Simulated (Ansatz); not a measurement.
**F₂HOSb: one species, many methods**

An exercise on one series of results from a longer session: the logs are not shown, and one member is left open.

The runs use Ansatz 0.2.0, Gaussian basis; functionals in def2-TZVPP, the program's frozen cores in correlated methods.

Levels to be run: LDA (SPW92), PBE-D4, revPBE-D4, BLYP-D4, r2SCAN-D4, B97M-V, PBE0-D4, B3LYP-D4, r2SCANh-D4, r2SCAN0-D4, HSE06-D4, BHLYP-D4, CAM-B3LYP-D4, LC-ωPBE, ωB97X-V, ωB97M-V, B2PLYP, PBE-QIDH; CCSD(T)/def2-SVP; CCSD(T)/def2-TZVPP; MP2/def2-QZVPP; extrapolation to the limit; RPA on PBE.

## Structure used throughout

All runs share one geometry, relaxed beforehand with PBE0-D4 in a triple-zeta def2 set. Sb takes the def2 core potential; no spin-orbit term is included.

SMILES `[OH][Sb]([F])[F]`, 5 atoms, charge 0, spin multiplicity 1.

Atoms are counted from 1 here; the program's logs count them from 0.

Bond lengths: O1–Sb2 1.921 Å, O1–H5 0.964 Å, Sb2–F3 1.901 Å, Sb2–F4 1.901 Å. Angles: Sb2–O1–H5 114.3°, O1–Sb2–F3 96.4°, O1–Sb2–F4 96.4°, F3–Sb2–F4 92.4°.

Coordinates:

```mol
F2HOSb
  3D, bonds by distance, orders not assigned

  5  4  0  0  0  0  0  0  0  0999 V2000
   -0.2172    1.1671   -0.6215 O   0  0
    0.2326   -0.6958   -0.7503 Sb  0  0
    1.5310   -0.6975    0.6376 F   0  0
   -1.1309   -1.3256    0.4143 F   0  0
   -0.3655    1.4781    0.2784 H   0  0
  1  2  8  0
  2  3  8  0
  2  4  8  0
  1  5  8  0
M  END
```

Set-up of the first run:

in.yaml

```yaml
crystal:
  periodic: [false, false, false]
  atoms:
    - {symbol: O, position_ang: [-0.217212, 1.167067, -0.621532]}
    - {symbol: Sb, position_ang: [0.232594, -0.695797, -0.750268]}
    - {symbol: F, position_ang: [1.531045, -0.697458, 0.637554]}
    - {symbol: F, position_ang: [-1.130891, -1.325582, 0.414319]}
    - {symbol: H, position_ang: [-0.365538, 1.478071, 0.278427]}
basis:
  gaussian: {orbitals: def2-TZVPP}
hamiltonian: {xc: lda}
output: {orbitals: {seedname: orbitals}}
```

The run is started by

```bash
$ ansatz run in.yaml --threads 2 --pin off --events-out ev --progress --plain --max-ram 4352MiB
```

Steps of the session up to this table: LDA; PBE-D4 (GGA); revPBE-D4 (GGA); BLYP-D4 (GGA); r2SCAN-D4 (meta-GGA); B97M-V (meta-GGA); PBE0-D4 (hybrid); B3LYP-D4 (hybrid); r2SCANh-D4 (hybrid); r2SCAN0-D4 (hybrid); HSE06-D4 (hybrid); BHLYP-D4 (hybrid); CAM-B3LYP-D4 (range-separated); LC-ωPBE (range-separated); ωB97X-V (range-separated); ωB97M-V (range-separated); B2PLYP (double hybrid); PBE-QIDH (double hybrid).

One of the session's tables, all rows but one given; the rest of the session is left out.

It belongs to the step «Orbital energies across the functionals». 

```
  functional  HOMO (eV)  gap (eV)
 LDA (SPW92)      -8.17      5.87
      PBE-D4      -7.91      5.89
   revPBE-D4      -7.82      5.91
     BLYP-D4      -7.83      5.85
   r2SCAN-D4      -8.28      6.45
      B97M-V      -8.19      6.34
     PBE0-D4          ?         ?
    B3LYP-D4      -9.11      7.55
  r2SCANh-D4      -8.79      7.24
  r2SCAN0-D4      -9.55      8.39
    HSE06-D4      -8.89      7.23
    BHLYP-D4     -10.55      9.99
CAM-B3LYP-D4     -10.69     10.33
     LC-ωPBE     -11.90     12.74
     ωB97X-V     -11.58     12.31
     ωB97M-V     -11.52     12.04
```

Estimate the missing values for PBE0-D4.

As computed: HOMO (eV): -9.29; gap (eV): 8.00. In the column «HOMO (eV)» it lies between r2SCAN0-D4 (-9.55) and B3LYP-D4 (-9.11).
